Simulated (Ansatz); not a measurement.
# InHF2: small, medium and large basis sets

How large a basis does InHF2 need? Two functionals are run in growing sets.

Method: one geometry, several basis sets; program: Ansatz 0.2.0, Gaussian basis.

The runs, in order: PBE0-D4/def2-SVP; ωB97M-V/def2-SVP; PBE0-D4/def2-QZVPP; ωB97M-V/def2-QZVPP; the functionals' def2-TZVPP values are taken from earlier runs.

**1. The geometry**

The geometry comes from an earlier relaxation with PBE0-D4 in a triple-zeta def2 set; it is a stationary point. In takes the def2 core potential; no spin-orbit term is included.

SMILES `[F][InH][F]`, 4 atoms, charge 0, spin multiplicity 1.

Atoms are counted from 1 here; the program's logs count them from 0.

Bond lengths: F1–In2 1.935 Å, In2–F3 1.935 Å, In2–H4 1.681 Å. Angles: F1–In2–F3 106.8°, F1–In2–H4 126.6°, F3–In2–H4 126.6°.

Coordinates:

```xyz
4
F2HIn
F    -1.69430   -0.66880    0.24171
In    0.04383    0.11379   -0.08843
F     1.34080   -1.00471    0.81121
H     0.36537    1.49942   -0.98478
```

**2. PBE0-D4 in def2-SVP**

Contents of in.yaml:

```yaml
crystal:
  periodic: [false, false, false]
  atoms:
    - {symbol: F, position_ang: [-1.694299, -0.668801, 0.241707]}
    - {symbol: In, position_ang: [0.043831, 0.113790, -0.088435]}
    - {symbol: F, position_ang: [1.340799, -1.004712, 0.811211]}
    - {symbol: H, position_ang: [0.365369, 1.499423, -0.984782]}
basis:
  gaussian: {orbitals: def2-SVP}
hamiltonian: {xc: pbe0, dispersion: d4}
output: {orbitals: {seedname: orbitals}}
```

After this run come: ωB97M-V in def2-SVP; PBE0-D4 in def2-QZVPP; ωB97M-V in def2-QZVPP.

**Question.** What will the summary of the whole plan be? Wanted: PBE0-D4: double and triple zeta above quadruple; ωB97M-V: double and triple zeta above quadruple.

The runs gave:

| quantity | value |
| --- | --- |
| PBE0-D4: double and triple zeta above quadruple | 7.74, 0.39 eV |
| ωB97M-V: double and triple zeta above quadruple | 7.91, 0.37 eV |

For PBE0-D4 the step from double to triple zeta gains 7.36 eV and the next only 0.39 eV. These are total energies; as a rule much of such shifts cancels in differences, which this series doesn't test.
